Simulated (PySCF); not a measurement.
# B6ClH9 (nido-B6H10 (Cl for H, site c on B)): the cost of one run

Computed with PySCF 2.14.0 and routines of our own; the level stands in each step. Atoms count from 0.

## 1. The system as given

16 atoms, charge 0, multiplicity 1; geometry from: GFN2-xTB.

## 2. Magnetic properties: GIAO B3LYP/def2-SVP

What the job is given:

```
{"job": {"kind": "mag", "xc": "B3LYP", "basis": "def2-SVP"}, "charge": 0, "multiplicity": 1}
B     -0.890100    -1.314080     0.023210
B     -1.056400     0.126840     1.026790
B      1.013560     0.525650    -0.881030
B      0.125900     1.399280     0.461580
B      0.583840    -0.290610     0.612540
B      0.260860    -1.096660    -1.067820
H     -1.295710    -2.321480     0.473000
H     -1.582200     0.165910     2.074300
H      2.078190     0.827070    -1.268830
H      0.587200     2.246690     1.131230
H      1.368050    -0.708470     1.376960
Cl     1.230160    -2.329120    -1.951850
H     -1.825270    -0.388380     0.084460
H     -1.143770     1.438990     0.508810
H      0.286990     1.692560    -0.779210
H      0.258700     0.025790    -1.824140
```

With the program's defaults for keys left out, this is: GIAO B3LYP/def2-SVP magnetisability, rotational g tensor and spin-rotation constants, non-relativistic, gas phase.

The run is started by

```console
> OMP_NUM_THREADS=1 python excited_run.py task.json out
```

This one command runs all jobs of the session in turn.

**Question.** How long does this first job take on 1 thread of Intel Xeon Platinum 8259CL at 2.50GHz, shared host, and how much memory does it need?

About 38 s, with a peak of 0.71 GiB.
